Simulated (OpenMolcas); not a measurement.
**HF/def2-SV(P) (core potential) run of ZrO2 (zirconia)**

What is the vertical ionisation energy of ZrO2 (zirconia) at HF/def2-SV(P) (core potential)? 

The results are computed with OpenMolcas 26.06.

### 1 The molecule

The species is ZrO2 (3 atoms), meant as a singlet with charge 0. As SMILES, `[O]=[Zr]=[O]`. Geometry: relaxed at PBE0-D4/def2-TZVP.

Bond lengths: O1–Zr2 1.761 Å, Zr2–O3 1.761 Å. Angles: O1–Zr2–O3 107.9°.

### 2 Energy and gradient at HF/def2-SV(P) (core potential)

The input, job.input:

```
&GATEWAY
 BasLib = $CurrDir
 Coord
 3
 angstrom
 O        0.654500       1.252500       0.388400
 Zr       0.348500      -0.481700       0.351800
 O       -1.003000      -0.770800      -0.740100
 Basis = def2-SVP
 Group = NoSym

&SEWARD

&SCF
 PrOrbitals = 1 1

&ALASKA
```

The basis set def2-SV(P) is read from a file made from the Basis Set Exchange's data (not shown).

Launch:

```bash
$ export MOLCAS_MEM=1860
$ pymolcas job.input > job.log
```

Output, shortened:

```text
--- Start Module: gateway ---
[...]
--- Stop Module: gateway /rc=_RC_ALL_IS_WELL_ ---
[...]
      Basis functions           52
[...]
--- Start Module: scf ---
[...]
       Convergence after  14 Iterations
[...]
::    Total SCF energy                               -196.0887352366
[...]
      Total spin, S                                     0.0000000000
[...]
      Total electronic charge=   28.000000
      Total            charge=   -0.000000
[...]
      Dipole Moment (debye):
      Origin of the operator (angstrom)=    0.2113   -0.2921    0.2133
                   X=  4.7973E+00               Y= -6.6310E+00               Z=  4.8422E+00           Total=  9.5095E+00
      Quadrupole Moment (debye*angstrom):
[...]
--- Stop Module: scf /rc=_RC_ALL_IS_WELL_ ---
--- Start Module: alaska ---
[...]
 *              Molecular gradients               *
 **************************************************
  Irreducible representation: a
 ------------------------------------------------------------------------------------------
                              X                       Y                       Z
 ------------------------------------------------------------------------------------------
  O1               -5.35312874055638E-03   -5.40868220389612E-03   -3.78674954473657E-03
  ZR2               8.58343419750440E-04   -1.19716930937219E-03    8.67747056081392E-04
  O3                4.49478532081393E-03    6.60585151330340E-03    2.91900248866472E-03
 ------------------------------------------------------------------------------------------
--- Stop Module: alaska /rc=_RC_ALL_IS_WELL_ ---
[...]
```

Wall time 2.5 s (1 thread of Arm Neoverse V2, shared host); peak memory 0.38 GiB.

### 3 The doublet cation

The input, job.inp:

```
>>> EXPORT MOLCAS_PRINT=2
&GATEWAY
BasLib
$CurrDir
Coord
3
angstrom
O        0.654500       1.252500       0.388400
Zr       0.348500      -0.481700       0.351800
O       -1.003000      -0.770800      -0.740100
Basis
def2-SVP
Group
NoSym
&SEWARD
&SCF
UHF
Charge
1
Spin
2
PrOrbitals
1 1
&ALASKA
```

The basis set def2-SV(P) is read from a file made from the Basis Set Exchange's data (not shown).

Launch:

```bash
$ export MOLCAS_MEM=1860
$ pymolcas job.inp > job.log
```

Output, shortened:

```text
--- Start Module: gateway ---
[...]
--- Stop Module: gateway /rc=_RC_ALL_IS_WELL_ ---
[...]
      Basis functions           52
[...]
--- Start Module: scf ---
[...]
       Convergence after  24 Iterations
[...]
::    Total SCF energy                               -195.8175189673
[...]
      Total spin, S                                     0.6618085039
[...]
      Total electronic charge=   27.000000
      Total            charge=    1.000000
[...]
      Dipole Moment (debye):
      Origin of the operator (angstrom)=    0.2113   -0.2921    0.2133
                   X=  3.4537E+00               Y= -4.7735E+00               Z=  3.4860E+00           Total=  6.8459E+00
      Center of Charge (angstrom)
[...]
--- Stop Module: scf /rc=_RC_ALL_IS_WELL_ ---
[...]
--- Start Module: alaska ---
[...]
 *              Molecular gradients               *
 **************************************************
  Irreducible representation: a
 ------------------------------------------------------------------------------------------
                              X                       Y                       Z
 ------------------------------------------------------------------------------------------
  O1               -5.32042305195013E-03   -5.84979427800114E-02    2.94128777742153E-03
  ZR2              -3.99551995165028E-02    5.52308532307872E-02   -4.03302749130141E-02
  O3                4.52756225684654E-02    3.26708954921973E-03    3.73889871355981E-02
 ------------------------------------------------------------------------------------------
--- Stop Module: alaska /rc=_RC_ALL_IS_WELL_ ---
[...]
```

Wall time 3.3 s (1 thread of Arm Neoverse V2, shared host); peak memory 0.38 GiB.

### 4 Summary of results

At HF/def2-SV(P) (core potential):

| quantity | value |
| --- | --- |
| singlet ZrO2: total energy | -196.08874 Eh |
| singlet ZrO2: dipole moment | 9.51 D |
| singlet ZrO2: HOMO energy | -10.43 eV |
| singlet ZrO2: LUMO energy | -1.14 eV |
| singlet ZrO2: HOMO–LUMO gap | 9.28 eV |
| singlet ZrO2: largest force on an atom | 0.437 eV/Å |
| doublet cation: total energy | -195.81752 Eh |
| doublet cation: HOMO energy (highest over α and β) | -16.65 eV |
| doublet cation: LUMO energy (lowest over α and β) | -6.15 eV |
| doublet cation: ⟨S²⟩ | 1.100 |
| doublet cation: largest force on an atom | 4.073 eV/Å |
| vertical ionisation energy (to the doublet cation) | 7.380 eV |

**Reading.** The vertical ionisation energy comes to 7.38 eV (712 kJ/mol). The largest force (singlet ZrO2) is 0.44 eV/Å: the shape isn't a stationary point for this species at this level. −ε(HOMO) before ionisation, 10.43 eV, is 3.05 eV above this ionisation energy. ⟨S²⟩ (doublet cation) is 1.10 where a pure doublet has 0.75: the reference is spin-contaminated.
